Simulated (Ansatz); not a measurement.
# Alloy of Si and Ge (8 of 64 Si sites exchanged), 64 atoms

Wanted: the relaxed alloy cell and its gap (PBEsol and HSE06).

Method: density functional theory in Ansatz 0.2.0, PAW datasets, plane waves.

## 1. Starting point

64 atoms (56 Si, 8 Ge); a = 10.924 Å, b = 10.924 Å, c = 10.924 Å, α = 90.00°, β = 90.00°, γ = 90.00°. All atoms were shaken off their sites by about 0.02 Å along each axis.

Plan of the steps: (2) PBEsol cell relaxation at the single k point (¼, ¼, ¼), on 7 threads of Arm Neoverse-V2; (3) HSE06 single point at the Γ point alone, on 7 threads of Arm Neoverse-V2.

## 2. PBEsol relaxation of the cell and the positions

in.yaml reads:

```yaml
crystal:
  lattice:
    - [10.923852, 0.000000, 0.000000]
    - [0.000000, 10.923852, 0.000000]
    - [0.000000, 0.000000, 10.923852]
  atoms:
    - { symbol: Si, position: [0.000430, 0.998048, 0.999006] }
    - { symbol: Si, position: [0.001288, 0.000881, 0.497008] }
    - { symbol: Si, position: [0.998478, 0.499697, 0.999098] }
    - { symbol: Si, position: [0.998117, 0.500065, 0.502642] }
    - { symbol: Si, position: [0.498442, 0.999155, 0.001263] }
    - { symbol: Si, position: [0.500606, 0.001722, 0.500135] }
    - { symbol: Si, position: [0.502008, 0.501332, 0.997149] }
    - { symbol: Si, position: [0.500275, 0.501412, 0.500352] }
    - { symbol: Si, position: [0.126813, 0.122766, 0.122242] }
    - { symbol: Si, position: [0.126764, 0.123345, 0.627193] }
    - { symbol: Si, position: [0.124443, 0.625159, 0.125106] }
    - { symbol: Si, position: [0.626102, 0.123486, 0.127142] }
    - { symbol: Si, position: [0.621400, 0.127213, 0.627875] }
    - { symbol: Si, position: [0.621409, 0.622623, 0.125422] }
    - { symbol: Si, position: [0.622902, 0.626605, 0.622288] }
    - { symbol: Si, position: [0.247609, 0.253677, 0.000802] }
    - { symbol: Si, position: [0.249387, 0.249675, 0.500481] }
    - { symbol: Si, position: [0.249106, 0.749234, 0.000312] }
    - { symbol: Si, position: [0.749822, 0.247104, 0.999651] }
    - { symbol: Si, position: [0.753051, 0.251508, 0.500830] }
    - { symbol: Si, position: [0.748859, 0.748927, 0.998024] }
    - { symbol: Si, position: [0.753968, 0.749799, 0.500998] }
    - { symbol: Si, position: [0.376375, 0.372753, 0.121376] }
    - { symbol: Si, position: [0.377445, 0.378834, 0.624654] }
    - { symbol: Si, position: [0.374777, 0.874300, 0.122860] }
    - { symbol: Si, position: [0.874552, 0.376344, 0.125319] }
    - { symbol: Si, position: [0.877298, 0.374577, 0.622763] }
    - { symbol: Si, position: [0.876975, 0.879584, 0.127233] }
    - { symbol: Si, position: [0.877375, 0.874738, 0.625556] }
    - { symbol: Si, position: [0.251769, 0.997846, 0.249854] }
    - { symbol: Si, position: [0.249010, 0.999791, 0.746614] }
    - { symbol: Si, position: [0.753590, 0.002559, 0.247678] }
    - { symbol: Si, position: [0.751165, 0.996846, 0.746289] }
    - { symbol: Si, position: [0.750498, 0.499999, 0.250650] }
    - { symbol: Si, position: [0.749678, 0.501157, 0.751390] }
    - { symbol: Si, position: [0.376051, 0.124730, 0.377497] }
    - { symbol: Si, position: [0.378208, 0.124338, 0.877775] }
    - { symbol: Si, position: [0.374855, 0.622313, 0.875437] }
    - { symbol: Si, position: [0.874565, 0.124747, 0.375654] }
    - { symbol: Si, position: [0.877623, 0.124119, 0.873700] }
    - { symbol: Si, position: [0.877348, 0.625756, 0.375322] }
    - { symbol: Si, position: [0.875748, 0.625541, 0.874556] }
    - { symbol: Si, position: [0.000025, 0.250560, 0.251331] }
    - { symbol: Si, position: [0.999892, 0.248342, 0.749546] }
    - { symbol: Si, position: [0.000584, 0.750389, 0.250331] }
    - { symbol: Si, position: [0.501487, 0.248341, 0.249971] }
    - { symbol: Si, position: [0.497353, 0.248732, 0.751083] }
    - { symbol: Si, position: [0.499849, 0.748725, 0.248011] }
    - { symbol: Si, position: [0.500999, 0.747974, 0.753510] }
    - { symbol: Si, position: [0.123452, 0.371561, 0.375732] }
    - { symbol: Si, position: [0.127276, 0.375918, 0.876174] }
    - { symbol: Si, position: [0.125639, 0.877491, 0.375846] }
    - { symbol: Si, position: [0.625443, 0.372209, 0.375400] }
    - { symbol: Si, position: [0.624985, 0.377765, 0.873396] }
    - { symbol: Si, position: [0.629464, 0.874478, 0.373525] }
    - { symbol: Si, position: [0.623674, 0.874061, 0.874616] }
    - { symbol: Ge, position: [0.126104, 0.628617, 0.626917] }
    - { symbol: Ge, position: [0.250258, 0.750594, 0.498388] }
    - { symbol: Ge, position: [0.375091, 0.872547, 0.621916] }
    - { symbol: Ge, position: [0.248195, 0.503412, 0.249331] }
    - { symbol: Ge, position: [0.249992, 0.498785, 0.751201] }
    - { symbol: Ge, position: [0.375778, 0.623586, 0.378498] }
    - { symbol: Ge, position: [0.000024, 0.751426, 0.748972] }
    - { symbol: Ge, position: [0.123471, 0.875219, 0.874900] }
  symmetry: { detect: false }
kpoints:
  mp_grid: { grid: [1, 1, 1], shift: [0.25, 0.25, 0.25] }
hamiltonian:
  xc: pbesol
scf:
  occupations: { method: fermi_dirac, width: 0.01 }
relax:
  f_tol: 0.03
  max_steps: 80
  escape_saddle: false
  adjacent_minimum: "off"
  cell: { fix: [shape] }
output:
  forces: true
  eigenvalues: true
  populations: true
```

Command:

```
> ansatz run in.yaml --threads 7 --pin off --max-ram 26600MiB --runs-dir r --events-out ev --progress --plain
```

After this run come: Single point with HSE06.

What does the calculation give? Wanted: for each run, top filled to lowest empty.

The runs gave:

```
             level                     time   k points  top filled to lowest empty (eV)
PBEsol, relaxation     93 s (7 CPU threads)  (¼, ¼, ¼)                             1.03
             HSE06  5.1 min (7 CPU threads)          Γ                             1.21
```

```
     quantity                                                                         value
   relaxation                                              4 recorded steps, 0.77 eV gained
largest shift                                                                 0.11 Å (Ge57)
 relaxed cell  a = 10.920 Å, b = 10.920 Å, c = 10.920 Å, α = 90.00°, β = 90.00°, γ = 90.00°
   mean bonds                                       Ge–Ge 2.426, Ge–Si 2.386, Si–Si 2.356 Å
```

The relaxation lowers the energy by 0.77 eV; the largest shift is 0.11 Å (Ge57), while the volume changes by -0.1 %. The mean lengths of the listed bonds run from Si–Si 2.36 Å to Ge–Ge 2.43 Å. Rows on different k points differ by sampling as well as by level. No spin–orbit coupling is included; with elements this heavy it would shift the edges. With one k point the spacing samples only the states that fold onto it, so it can exceed the gap over the zone.
